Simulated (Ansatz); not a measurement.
# H₈N₂OSi₂: up Jacob's ladder to CCSD(T)

How much do the methods differ for H₈N₂OSi₂? The plan is to run it at one geometry with functionals of several rungs and with coupled cluster, and see how far each lands from CCSD(T) at the basis-set limit for the atomisation energy.

Program: Ansatz 0.2.0, Gaussian basis. Level of theory: functionals in def2-TZVPP, the program's frozen cores in correlated methods. These are calculated values, not measurements.

Plan: LDA (SPW92), PBE-D4, revPBE-D4, BLYP-D4, r2SCAN-D4, B97M-V, PBE0-D4, B3LYP-D4, r2SCANh-D4, r2SCAN0-D4, HSE06-D4, BHLYP-D4, CAM-B3LYP-D4, LC-ωPBE, ωB97X-V, ωB97M-V, B2PLYP, PBE-QIDH; CCSD(T)/def2-SVP; CCSD(T)/def2-TZVPP; MP2/def2-QZVPP; extrapolation to the limit; RPA on PBE.

## (1) The geometry

The geometry comes from an earlier relaxation with PBE0-D4 in a triple-zeta def2 set; it is a stationary point, not always the lowest conformer.

SMILES `N[SiH](O)N[SiH3]`, 13 atoms, charge 0, spin multiplicity 1.

Atoms are counted from 1 here; the program's logs count them from 0.

Bond lengths: N1–Si2 1.705 Å, N1–H6 1.007 Å, N1–H7 1.007 Å, Si2–O3 1.648 Å, Si2–N4 1.719 Å, Si2–H8 1.479 Å, O3–H9 0.959 Å, N4–Si5 1.728 Å, N4–H10 1.009 Å, Si5–H11 1.489 Å, Si5–H12 1.487 Å, Si5–H13 1.487 Å. Angles: Si2–N1–H6 121.9°, Si2–N1–H7 121.0°, H6–N1–H7 111.9°, N1–Si2–O3 119.2°, N1–Si2–N4 106.5°, N1–Si2–H8 106.5°, O3–Si2–N4 106.0°, O3–Si2–H8 102.8°, N4–Si2–H8 116.5°, Si2–O3–H9 117.9°, Si2–N4–Si5 127.2°, Si2–N4–H10 116.3°, Si5–N4–H10 115.9°, N4–Si5–H11 111.2°, N4–Si5–H12 107.5°, N4–Si5–H13 113.2°, H11–Si5–H12 108.6°, H11–Si5–H13 107.3° and more.

## (2) LDA

This LDA is Slater exchange with PW92 correlation.

Contents of in.yaml:

```yaml
crystal:
  periodic: [false, false, false]
  atoms:
    - {symbol: N, position_ang: [-1.344878, -0.339060, 1.864606]}
    - {symbol: Si, position_ang: [-1.033323, -0.191058, 0.194993]}
    - {symbol: O, position_ang: [-0.763339, -1.551115, -0.694769]}
    - {symbol: N, position_ang: [0.389903, 0.761903, 0.046802]}
    - {symbol: Si, position_ang: [1.577097, 0.676712, -1.205446]}
    - {symbol: H, position_ang: [-0.616610, -0.557213, 2.524619]}
    - {symbol: H, position_ang: [-2.251396, -0.621028, 2.199368]}
    - {symbol: H, position_ang: [-2.262836, 0.360333, -0.415428]}
    - {symbol: H, position_ang: [-0.005207, -2.092150, -0.467282]}
    - {symbol: H, position_ang: [0.470814, 1.545604, 0.677548]}
    - {symbol: H, position_ang: [2.231935, -0.660274, -1.235159]}
    - {symbol: H, position_ang: [2.610199, 1.705799, -0.914053]}
    - {symbol: H, position_ang: [1.018139, 0.926746, -2.560899]}
basis:
  gaussian: {orbitals: def2-TZVPP}
hamiltonian: {xc: lda}
output: {orbitals: {seedname: orbitals}}
```

On the command line:

```
$ ansatz run in.yaml --threads 4 --pin off --events-out ev --progress --plain --max-ram 10444MiB
```

After this run come: PBE-D4 (GGA); revPBE-D4 (GGA); BLYP-D4 (GGA); r2SCAN-D4 (meta-GGA); B97M-V (meta-GGA); PBE0-D4 (hybrid); B3LYP-D4 (hybrid); r2SCANh-D4 (hybrid); r2SCAN0-D4 (hybrid); HSE06-D4 (hybrid); BHLYP-D4 (hybrid); CAM-B3LYP-D4 (range-separated); LC-ωPBE (range-separated); ωB97X-V (range-separated); ωB97M-V (range-separated); B2PLYP (double hybrid); PBE-QIDH (double hybrid); CCSD(T) in def2-SVP; CCSD(T) in def2-TZVPP; MP2 in def2-QZVPP; RPA on PBE orbitals.

Q: Predict the results of all the runs planned. Wanted: atomisation energy, CCSD(T)/CBS; farthest beyond LDA; mean size of error, GGA; mean size of error, meta-GGA; mean size of error, hybrid; mean size of error, range-separated; mean size of error, double hybrid; gap, smallest and largest; T1 diagnostic.

**Answer**, as computed:

| quantity | value |
| --- | --- |
| atomisation energy, CCSD(T)/CBS | 4559.4 kJ/mol |
| functionals within 22.8 kJ/mol (0.5 %) | PBE-D4, BLYP-D4, B97M-V, B3LYP-D4, CAM-B3LYP-D4, ωB97X-V, ωB97M-V |
| farthest beyond LDA | BHLYP-D4 (-126.5 kJ/mol) |
| mean size of error, GGA | 43.1 kJ/mol |
| mean size of error, meta-GGA | 30.7 kJ/mol |
| mean size of error, hybrid | 76.3 kJ/mol |
| mean size of error, range-separated | 24.7 kJ/mol |
| mean size of error, double hybrid | 81.0 kJ/mol |
| gap, smallest and largest | 5.59 eV (LDA (SPW92)), 12.78 eV (LC-ωPBE) |
| T1 diagnostic | 0.0108 |
| triples share of the correlation energy | 3.5 % |

What this shows: LDA overbinds by 569.5 kJ/mol (12 %). PBE-D4 misses by -2.8 kJ/mol. Double hybrids carry the basis error of their MP2 part in triple zeta, and no dispersion term here, so their miss is partly the set-up's. By mean error the best rung here is range-separated (24.7 kJ/mol) and the worst beyond LDA is double hybrid (81.0 kJ/mol). hybrid functionals lie within the reference's doubt of that worst mean (76.3 kJ/mol), so those two tie. The gap between the best rungs is small, so their order is not settled. Misses under about 22.8 kJ/mol are within the doubt on the reference itself, which lacks core-valence correlation, relativity and higher excitations. Hartree-Fock recovers 71 % of the binding; the rest is correlation. CCSD(T) in def2-SVP is off by -406.5 kJ/mol, more than most functionals: a good method in a small basis is no reference. Orbital gaps span 5.6 to 12.8 eV; exact exchange widens them.
